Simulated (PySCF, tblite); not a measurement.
# C4H12OSi2: geometry, infrared bands and NMR shifts

Aim: predict the infrared bands and NMR shifts of C4H12OSi2 (`[SiH3]COC1C[SiH2]C1`).

Programs: tblite 0.8.0 and PySCF 2.14.0, with density-fitted response routines of our own. Each step states its level of theory. These are calculated values for one molecule in the gas phase, unless marked as measured. Atoms are numbered from 0 throughout.

## (1) The molecule as given

19 atoms, charge 0, multiplicity 1; geometry from: force field or distance geometry start.

Bonds of the start (Å): Si0–C1 1.86, C1–O2 1.46, O2–C3 1.44, C3–C4 1.58, C4–Si5 1.88, Si5–C6 1.88, C6–C3 1.57, Si0–H7 1.50, Si0–H8 1.49, Si0–H9 1.49, C1–H10 1.09, C1–H11 1.08, C3–H12 1.09, C4–H13 1.09, C4–H14 1.09, Si5–H15 1.47, Si5–H16 1.49, C6–H17 1.09, C6–H18 1.10.

## (2) Relaxing the molecule with GFN2-xTB

The job: settings as JSON, then the geometry in Å.

```
{"job": {"kind": "relax", "xc": "GFN2-xTB", "basis": "xTB"}, "charge": 0, "multiplicity": 1}
Si    -3.431000     0.075400     0.195700
C     -1.707500    -0.001800    -0.507000
O     -0.656900    -0.378800     0.428700
C      0.674200    -0.434600    -0.123000
C      1.743300    -0.904900     0.944700
Si     2.996700     0.188000     0.060800
C      1.342400     0.954900    -0.395300
H     -3.536100     1.098500     1.283200
H     -3.872800    -1.245300     0.725000
H     -4.393900     0.469100    -0.874900
H     -1.697800    -0.731500    -1.321900
H     -1.456700     0.971400    -0.914700
H      0.673200    -1.093500    -0.992600
H      1.968600    -1.974300     0.924800
H      1.529100    -0.580100     1.965800
H      3.675300    -0.473200    -1.068300
H      3.859700     1.020600     0.951500
H      1.254700     1.299300    -1.422000
H      1.025600     1.750100     0.296800
```

Command:

```console
> OMP_NUM_THREADS=1 python probes_run.py task.json out
```

This one command runs all jobs of the session in turn.

**Question.** This job is followed by: GFN2-xTB harmonic vibrations, gas phase; GIAO PBE0/pcSseg-1 NMR shielding, non-relativistic, gas phase. Predict these results of the whole session: strongest single infrared mode (GFN2-xTB); zero-point energy (GFN2-xTB); 13C shifts against TMS (PBE0/pcSseg-1, means over atoms taken as alike); 1H shifts against TMS (PBE0/pcSseg-1, means over atoms taken as alike); 29Si shifts against TMS (PBE0/pcSseg-1); 17O shifts against H2O (PBE0/pcSseg-1); surface potential, 1st and 99th percentile.

As calculated:

| quantity | value |
| --- | --- |
| strongest single infrared mode (GFN2-xTB) | 2281 cm⁻¹, 363 km/mol |
| zero-point energy (GFN2-xTB) | 89.2 kcal/mol |
| 13C shifts against TMS (PBE0/pcSseg-1, means over atoms taken as alike) | 80.1, 56.4, 20.1 ppm |
| 1H shifts against TMS (PBE0/pcSseg-1, means over atoms taken as alike) | 4.54, 4.37, 3.96, 3.90, 3.33, 1.86, 1.66 ppm |
| 29Si shifts against TMS (PBE0/pcSseg-1) | -58.9, -73.5 ppm |
| 17O shifts against H2O (PBE0/pcSseg-1) | 72.9 ppm |
| surface potential, 1st and 99th percentile | -1.24 V and 0.97 V |

What this shows: Relaxing lowered the energy by 0.419 eV in 99 steps; the close pair that moved most is C3–C4, from 1.582 to 1.539 Å. All 51 modes are real, so the xTB geometry is a minimum. The strongest single mode, at 2281 cm⁻¹, moves mainly H7. GFN2-xTB is a fitted tight-binding method: band positions and strengths are rough. Its intensities can rank the bands wrongly. The most deshielded carbon is C3 (sp3 CH bonded to O), at 80.1 ppm: pulled downfield by the heteroatom. At PBE0/pcSseg-1: The widest tensor belongs to C1: span 97 ppm, with a paramagnetic part of -120 ppm.
